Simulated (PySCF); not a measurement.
# A diatomic session: SbF

What are the lowest state that PBE0 finds, the bond length, vibrational wavenumber and bond energy of SbF, and how much do these hang on the method?

The runs use PySCF 2.14.0; Sb def2-SVPD with ECP28, F def2-SVPD, scalar-relativistic core potentials.

### Step 1. Input

Settings of the job:

```
atoms                         : Sb, F
charge                        : 0
basis                         : Sb def2-SVPD with ECP28, F def2-SVPD
Hamiltonian                   : scalar-relativistic core potentials
basis functions               : 55
electrons treated             : 32
masses in u                   : 120.9038, 18.9984
levels                        : PBE0, PBE, r²SCAN, MN15, r²SCANh, B3LYP, LC-ωPBE, HF, MP2, SCS-MP2, CCSD, CCSD(T)
grid                          : 80 radial by 434 angular points
occupations                   : held fixed by the projection of orbital angular momentum
dissociation limit            : Sb + F, each in its ground configuration
starting distance in angstrom : 1.980
values of 2S to try           : 0, 2, 4
```

Launch:

```
$ OMP_NUM_THREADS=1 python dia.py task.json out
```

The runs that follow: PBE0 along the bond; Other states along the same grid; PBE (GGA); r²SCAN; MN15; r²SCANh; B3LYP; LC-ωPBE; UHF (mean field); MP2 and coupled cluster.

What does the calculation give? Wanted: for each run, Re; ωe; De; μ.

As calculated:

Lowest PBE0 solution found, without spin–orbit coupling: ³Σ⁻ (triplet), unpaired electrons π ↑↑. State 2 has its PBE0 minimum 0.33 eV higher, as a spin-mixed determinant (⟨S²⟩ = 1.01), so this is no gap between pure states. State 3 has its PBE0 minimum 1.30 eV higher. The other levels ran on the lowest alone.

| level | Re (Å) | ωe (cm⁻¹) | De (eV) | μ (D) |
| --- | --- | --- | --- | --- |
| UHF | 1.942 | 626 | 2.12 | -2.94 |
| UHF-MP2 | 1.977 | 586 | 4.03 | n/a |
| UHF-SCS-MP2 | 1.978 | 583 | 3.91 | n/a |
| UHF-CCSD | 1.972 | 593 | 3.66 | n/a |
| UHF-CCSD(T) | 1.978 | 582 | 3.78 | n/a |
| PBE | 1.993 | 563 | 4.43 | -2.64 |
| r²SCAN | 1.968 | 590 | 4.11 | -2.58 |
| r²SCANh | 1.961 | 598 | 3.97 | -2.62 |
| B3LYP | 1.980 | 578 | 4.17 | -2.82 |
| PBE0 | 1.966 | 594 | 3.99 | -2.72 |
| MN15 | 1.965 | 599 | 4.09 | -2.84 |
| LC-ωPBE | 1.959 | 606 | 4.08 | -2.77 |

De is counted to Sb + F in their ground configurations. A positive dipole means Sb(−)F(+).

Differences from CCSD(T) in the same basis:

```csv
level,Re (mÅ),ωe (%)
UHF,-36,+7.5
UHF-MP2,-1,+0.6
UHF-SCS-MP2,0,+0.1
UHF-CCSD,-7,+1.7
PBE,+14,-3.4
r²SCAN,-11,+1.3
r²SCANh,-17,+2.7
B3LYP,+2,-0.7
PBE0,-13,+2.1
MN15,-13,+2.9
LC-ωPBE,-19,+4.1
```

**Reading.** Against CCSD(T) in the same basis, the bond length is nearest at UHF-SCS-MP2 (0 mÅ) and farthest at UHF (-36 mÅ); the wavenumber is nearest at UHF-SCS-MP2 (+0.1 %) and farthest at UHF (+7.5 %). Hartree–Fock makes the bond too short and too stiff against this reference, as it mostly does. PBE gives a bond that is too long and too soft, as GGAs tend to. CCSD(T) in a basis this small is itself some way from its limit, more so than the functionals. Among the levels with a De in the table, it runs from 2.12 eV (UHF) to 4.43 eV (PBE).

Correlated steps freeze 5 core orbitals. These are scalar-relativistic numbers at best; spin–orbit coupling would shift them, the dissociation energy most. With spin–orbit coupling the term label itself may not hold.
